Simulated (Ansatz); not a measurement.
Working through a check of forces and pressure against finite differences of LiMg (distorted cell)

Computed with the Ansatz DFT code, driven from Python.

Interactive session:
```pycon
>>> import warnings
>>> import ansatz as az
>>> import numpy as np
>>> VECTORS = np.array([
...     [3.44858, 0.01379, 0.03778],
...     [0.01379, 3.36855, 0.00328],
...     [0.03778, 0.00328, 3.45198],
... ])
>>> SITES = [
...     ("Li", (0.00772, 0.99306, 0.00341)),
...     ("Mg", (0.50023, 0.50065, 0.5006)),
... ]
>>> def crystal_on(cell):
...     crystal = az.Crystal(lattice=az.Lattice.of(cell))
...     for symbol, position in SITES:
...         crystal = crystal.atom(symbol, position)
...     return crystal
...
>>> warnings.simplefilter("ignore", az.DeckWarning)
>>> def solve(crystal):
...     return (
...         crystal.calculation()
...         .functional("pbesol")
...         .occupations("Methfessel-Paxton", width=0.1)  # the run then minimises F = E - TS
...         .mixing("anderson", preconditioner="local_kerker")
...         .basis(540, xc_grid=2)  # cutoff of the orbital basis
...         .kpoints(5, 5, 5)  # the mesh must be finer for metals
...         .scf(tolerance=1e-09)
...         .forces()  # minus the gradient of the free energy
...         .stress()  # GPa
...         .run(threads=1)
...     ).report
...
>>> centre = solve(crystal_on(VECTORS))

>>> start = crystal_on(VECTORS)
>>> # move one atom both ways along a Cartesian axis
>>> print(f"force on atom 1 along z: analytic {centre['forces_ev_ang'][1][2]:.4f} eV/A")
force on atom 1 along z: analytic 0.0171 eV/A
>>> for h in (0.005, 0.02):
...     shift = np.eye(3)[2] * h @ np.linalg.inv(VECTORS)
...     plus, minus = (solve(start.move(1, to=np.array(SITES[1][1]) + sign * shift))["lagrangian_ev"] for sign in (1, -1))
...     print(f"  step {h} A: numerical {-(plus - minus) / (2 * h):.4f} eV/A")
...
  step 0.005 A: numerical 0.0171 eV/A
  step 0.02 A: numerical 0.0171 eV/A
>>> # P = -dF/dV; the difference feels the change of the plane-wave count with the cell
>>> volume = abs(np.linalg.det(VECTORS))
>>> larger, smaller = (solve(crystal_on(VECTORS * (1 + sign * 0.005) ** (1 / 3)))["lagrangian_ev"] for sign in (1, -1))
>>> numerical = -(larger - smaller) / (0.01 * volume) * 160.21766
>>> print(f"pressure: analytic {np.trace(centre['stress_gpa']) / 3:.3f}, numerical {numerical:.3f} GPa")
pressure: analytic -0.090, numerical -0.089 GPa
```

These settings explore the input space; cutoff and mesh may be short of convergence. For a metal this k-point mesh is coarse: on a finer one energies can move by several to tens of meV an atom and pressures by half a GPa or more, differences at one mesh by less. The program warned that this SCF threshold is loose for forces or stresses. Pressure is positive in compression. The cell is a database structure, distorted on purpose. The central difference errs as the square of the step, so the shorter step is the fairer test; what remains comes from the finite grid and the SCF threshold. The script silences the warnings on its input, which a real study should read. Timing: 24 s on 1 thread of Arm Neoverse V2 (shared host), peak memory 0.4 GiB.

(Lines on the test bed's own set-up are left out of the output.)
